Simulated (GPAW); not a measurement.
The system is Cd2S.

```xyz
3
Lattice="3.9627 0.0000 0.0000 -1.9813 3.4318 0.0000 0.0000 0.0000 5.8092" Properties=species:S:1:pos:R:3 pbc="T T T"
Cd    0.0000    2.2878    5.4183
Cd    1.9813    1.1439    3.3620
S     0.0000    2.2878    2.1245
```

The cell comes from a database or a generator and needn't be the stable form of this composition.

Base run:

```yaml
Program: GPAW 26.7.0
Functional: r2SCAN
Potentials_or_basis: GPAW PAW data sets (gpaw-data 1.2.1)
Cutoff: 600 eV
Basis: pw
k_mesh: 6 × 6 × 4
Occupations: fermi-dirac, width 0.05 eV
Spin: no spin polarisation
```

Its results: pressure -2.0 GPa; largest force 0.019 eV/Å.

Question: The run is repeated on the same cell with these changes: functional from r2SCAN to PBE. What comes out?

Answer: Pressure -0.5 GPa; largest force 0.060 eV/Å.

Caveats: the PAW data sets were made with another functional, which shifts forces and pressure a little (some runs).
